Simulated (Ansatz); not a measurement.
**The cluster NaAu4−: reading failed and doubtful runs**

Aim: try 1 input for the cluster NaAu4− as typed, read how each ends, and find what has to change.

The runs use Ansatz 0.2.0, Gaussian basis; the settings change from run to run.

6 further runs of the same task are left out: 6 set aside as unsound or not needed.

### 1 The geometry

The structure was relaxed beforehand with PBE-D4/def2-SVPD. Au takes a core potential in def2 sets; no spin-orbit term is included.

5 atoms, charge -1, spin multiplicity 1.

Atoms are counted from 1 here; the program's logs count them from 0.

Bond lengths: Na1–Au2 3.005 Å, Na1–Au3 2.936 Å, Na1–Au4 2.723 Å, Au2–Au3 2.611 Å, Au3–Au5 2.585 Å. Angles: Au2–Na1–Au3 52.1°, Au2–Na1–Au4 142.8°, Au3–Na1–Au4 165.1°, Na1–Au2–Au3 62.6°, Na1–Au3–Au2 65.3°, Na1–Au3–Au5 107.6°, Au2–Au3–Au5 172.9°.

Coordinates:

```
Na    1.1788    0.0524    0.1010
Au   -0.2556   -2.5621    0.4724
Au   -1.7066   -0.4613   -0.0741
Au    3.6523    1.1903    0.1249
Au   -2.8689    1.7807   -0.6242
```

### 2 Attempt 1

File in.yaml:

```yaml
crystal:
  periodic: [false, false, false]
  atoms:
    - {symbol: Na, position_ang: [1.178837, 0.052408, 0.101030]}
    - {symbol: Au, position_ang: [-0.255627, -2.562062, 0.472352]}
    - {symbol: Au, position_ang: [-1.706612, -0.461342, -0.074092]}
    - {symbol: Au, position_ang: [3.652318, 1.190346, 0.124894]}
    - {symbol: Au, position_ang: [-2.868925, 1.780650, -0.624173]}
basis:
  gaussian: {orbitals: def2-SVP, point_charges: [{charge: 2.00, position_ang: [7.450, 0.024, 0.924]}]}
total_charge: -1
hamiltonian: {xc: {name: M06-2X}}
```

Command:

```console
$ ansatz run in.yaml --threads 4 --pin off --events-out ev --progress --plain --max-ram 8704MiB
```

Q: Predict the results of all the runs planned.

The runs gave:

```
attempt            level    ended                                                    cause    time
      1  M06-2X/def2-SVP  refused  the method's name isn't one that the program takes here  0.05 s
```

**Reading.** 1 refused. A refusal costs next to no computing time.
